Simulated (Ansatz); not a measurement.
# CH₄F₂O₂Sn: taking an electron away

The task here is to estimate one member of a computed series from the others.

Program: Ansatz 0.2.0, Gaussian basis. Level of theory: unrestricted cation, the program's frozen cores in correlated methods. These are calculated values, not measurements.

Plan: UKS PBE-D4/def2-TZVPP; UKS r2SCAN-D4/def2-TZVPP; UKS PBE0-D4/def2-TZVPP; UKS B3LYP-D4/def2-TZVPP; UKS wB97X-V/def2-TZVPP; UKS wB97M-V/def2-TZVPP; UKS B2PLYP (frozen core with filled d shells)/def2-TZVPP; UHF-CCSD(T) with filled d shells/def2-TZVPP; UHF-MP2 with filled d shells/def2-QZVPP; extrapolation to the limit; then −ε(HOMO) from the neutral's earlier runs with LDA (SPW92), PBE-D4, revPBE-D4, BLYP-D4, r2SCAN-D4, B97M-V, PBE0-D4, B3LYP-D4, r2SCANh-D4, r2SCAN0-D4, HSE06-D4, BHLYP-D4, CAM-B3LYP-D4, LC-ωPBE, ωB97X-V, ωB97M-V.

### Structure used throughout

The geometry comes from an earlier relaxation with PBE0-D4 in a triple-zeta def2 set; it is a stationary point, not always the lowest conformer. Sn takes the def2 core potential; no spin-orbit term is included.

10 atoms, charge 0, spin multiplicity 1.

Atoms are counted from 1 here; the program's logs count them from 0.

Bond lengths: C1–O2 1.420 Å, C1–H7 1.092 Å, C1–H8 1.095 Å, C1–H9 1.095 Å, O2–Sn3 1.920 Å, Sn3–O4 1.931 Å, Sn3–F5 1.902 Å, Sn3–F6 1.890 Å, O4–H10 0.962 Å. Angles: O2–C1–H7 106.8°, O2–C1–H8 111.8°, O2–C1–H9 112.2°, H7–C1–H8 108.4°, H7–C1–H9 108.4°, H8–C1–H9 109.0°, C1–O2–Sn3 120.8°, O2–Sn3–O4 112.3°, O2–Sn3–F5 112.5°, O2–Sn3–F6 106.9°, O4–Sn3–F5 107.7°, O4–Sn3–F6 111.8°, F5–Sn3–F6 105.5°, Sn3–O4–H10 112.9°.

Geometry (Å):

```xyz
10
charge 0, multiplicity 1
C    -0.2214   -1.7479    0.2138
O    -0.4373   -0.5671    0.9726
Sn   -0.1458    1.1651    0.1979
O     1.6005    1.3208   -0.6103
F    -1.4375    1.5931   -1.1315
F    -0.3981    2.4339    1.5758
H    -0.3598   -2.5898    0.8946
H    -0.9423   -1.8428   -0.6046
H     0.7926   -1.7973   -0.1959
H     1.6322    1.9808   -1.3096
```

Set-up of the first run:

File in.yaml:

```yaml
crystal:
  periodic: [false, false, false]
  atoms:
    - {symbol: C, position_ang: [-0.221377, -1.747878, 0.213839]}
    - {symbol: O, position_ang: [-0.437262, -0.567080, 0.972632]}
    - {symbol: Sn, position_ang: [-0.145828, 1.165053, 0.197914]}
    - {symbol: O, position_ang: [1.600525, 1.320797, -0.610311]}
    - {symbol: F, position_ang: [-1.437463, 1.593098, -1.131453]}
    - {symbol: F, position_ang: [-0.398146, 2.433919, 1.575782]}
    - {symbol: H, position_ang: [-0.359752, -2.589842, 0.894606]}
    - {symbol: H, position_ang: [-0.942263, -1.842793, -0.604627]}
    - {symbol: H, position_ang: [0.792608, -1.797302, -0.195913]}
    - {symbol: H, position_ang: [1.632160, 1.980825, -1.309573]}
basis:
  gaussian: {orbitals: def2-TZVPP}
total_charge: 1
magnetization: {spin_polarized: true, initial_magnetization: 1}
hamiltonian: {xc: pbe, dispersion: d4}
```

Steps of the session up to this table: Cation, UKS PBE-D4/def2-TZVPP; Cation, UKS r2SCAN-D4/def2-TZVPP; Cation, UKS PBE0-D4/def2-TZVPP; Cation, UKS B3LYP-D4/def2-TZVPP; Cation, UKS wB97X-V/def2-TZVPP; Cation, UKS wB97M-V/def2-TZVPP; Cation, UKS B2PLYP (frozen core with filled d shells)/def2-TZVPP; Cation, UHF-CCSD(T) with filled d shells/def2-TZVPP; Cation, UHF-MP2 with filled d shells/def2-QZVPP.

One of the session's tables, all rows but one given; the rest of the session is left out.

For comparison, −ε(HOMO) of the neutral from earlier runs:

| functional | −ε(HOMO) (eV) |
| --- | --- |
| LDA (SPW92) | 7.36 |
| PBE-D4 | 7.19 |
| revPBE-D4 | 7.12 |
| BLYP-D4 | 7.12 |
| r2SCAN-D4 | 7.55 |
| B97M-V | 7.66 |
| PBE0-D4 | 8.85 |
| B3LYP-D4 | 8.61 |
| r2SCANh-D4 | 8.17 |
| r2SCAN0-D4 | 9.11 |
| HSE06-D4 | 8.44 |
| BHLYP-D4 | 10.47 |
| CAM-B3LYP-D4 | 10.35 |
| LC-ωPBE | 11.68 |
| ωB97X-V | 11.35 |
| ωB97M-V | ? |

Estimate the missing values for ωB97M-V.

The run gave: −ε(HOMO) (eV): 11.28. In the column «−ε(HOMO) (eV)» it lies between BHLYP-D4 (10.47) and ωB97X-V (11.35).

Caveats from the session: The cation may have settled in a state other than its lowest; no search over hole states beyond the program's own was made.
